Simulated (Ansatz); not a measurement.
**PBr₃: one species, many methods**

How much do the methods differ for PBr₃? The plan is to run it at one geometry with functionals of several rungs and with coupled cluster. The yardstick is the atomisation energy at the CCSD(T) limit.

Method: functionals in def2-TZVPP, the program's frozen cores in correlated methods; program: Ansatz 0.2.0, Gaussian basis.

Plan: LDA (SPW92), PBE-D4, revPBE-D4, BLYP-D4, r2SCAN-D4, B97M-V, PBE0-D4, B3LYP-D4, r2SCANh-D4, r2SCAN0-D4, HSE06-D4, BHLYP-D4, CAM-B3LYP-D4, LC-ωPBE, ωB97X-V, ωB97M-V, B2PLYP, PBE-QIDH; CCSD(T)/def2-SVP; CCSD(T)/def2-TZVPP; MP2/def2-QZVPP; extrapolation to the limit; RPA on PBE.

## 1. Structure used throughout

An earlier PBE0-D4 in a triple-zeta def2 set relaxation fixed the geometry.

SMILES `BrP(Br)Br`, 4 atoms, charge 0, spin multiplicity 1.

Atoms are counted from 1 here; the program's logs count them from 0.

Bond lengths: Br1–P2 2.223 Å, P2–Br3 2.223 Å, P2–Br4 2.223 Å. Angles: Br1–P2–Br3 101.3°, Br1–P2–Br4 101.3°, Br3–P2–Br4 101.3°.

## 2. LDA

This LDA is Slater exchange with PW92 correlation.

in.yaml

```yaml
crystal:
  periodic: [false, false, false]
  atoms:
    - {symbol: Br, position_ang: [-0.186979, 0.461112, 1.938031]}
    - {symbol: P, position_ang: [-0.627932, -0.405188, -0.060876]}
    - {symbol: Br, position_ang: [1.282030, -1.446706, -0.516636]}
    - {symbol: Br, position_ang: [-0.467120, 1.390784, -1.360510]}
basis:
  gaussian: {orbitals: def2-TZVPP}
hamiltonian: {xc: lda}
output: {orbitals: {seedname: orbitals}}
```

On the command line:

```sh
$ ansatz run in.yaml --threads 4 --pin off --events-out ev --progress --plain --max-ram 10444MiB
```

Further steps of the session: PBE-D4 (GGA); revPBE-D4 (GGA); BLYP-D4 (GGA); r2SCAN-D4 (meta-GGA); B97M-V (meta-GGA); B3LYP-D4 (hybrid); r2SCANh-D4 (hybrid); r2SCAN0-D4 (hybrid); HSE06-D4 (hybrid); BHLYP-D4 (hybrid); CAM-B3LYP-D4 (range-separated); LC-ωPBE (range-separated); ωB97X-V (range-separated); ωB97M-V (range-separated); B2PLYP (double hybrid); PBE-QIDH (double hybrid); CCSD(T) in def2-SVP; CCSD(T) in def2-TZVPP; MP2 in def2-QZVPP; RPA on PBE orbitals.

Before running them: what should the planned runs give, taken together? Wanted: atomisation energy, CCSD(T)/CBS; farthest beyond LDA; mean size of error, GGA; mean size of error, meta-GGA; mean size of error, hybrid; mean size of error, range-separated; mean size of error, double hybrid; gap, smallest and largest; T1 diagnostic.

The runs gave:

| quantity | value |
| --- | --- |
| atomisation energy, CCSD(T)/CBS | 839.5 kJ/mol |
| functionals within 8.4 kJ/mol (1.0 %) | BLYP-D4, B97M-V, r2SCANh-D4 |
| farthest beyond LDA | BHLYP-D4 (-74.9 kJ/mol) |
| mean size of error, GGA | 30.2 kJ/mol |
| mean size of error, meta-GGA | 8.3 kJ/mol |
| mean size of error, hybrid | 23.9 kJ/mol |
| mean size of error, range-separated | 35.3 kJ/mol |
| mean size of error, double hybrid | 34.5 kJ/mol |
| gap, smallest and largest | 3.79 eV (LDA (SPW92)), 10.45 eV (LC-ωPBE) |
| T1 diagnostic | 0.0095 |
| triples share of the correlation energy | 3.9 % |

In words: LDA overbinds by 225.9 kJ/mol (27 %). PBE-D4 is off by +60.3 kJ/mol. Double hybrids carry the basis error of their MP2 part in triple zeta, and no dispersion term here, so their miss is partly the set-up's. Taken by rung, meta-GGA functionals do best (8.3 kJ/mol on average) and range-separated ones worst beyond LDA (35.3 kJ/mol). RPA and LDA stand outside this count. Misses under about 8.4 kJ/mol are within the doubt on the reference itself, which lacks core-valence correlation, relativity and higher excitations, and its outer-core shells are covered unevenly. All levels share the lack of spin-orbit coupling, which lowers the free heavy atoms and so the true binding. Hartree-Fock recovers 49 % of the binding; the rest is correlation. CCSD(T) in def2-SVP is off by -190.4 kJ/mol, worse than the median functional, from the basis alone. Orbital gaps span 3.8 to 10.4 eV; exact exchange widens them. Correlated methods include outer-core shells of Br, which these sets cover unevenly.
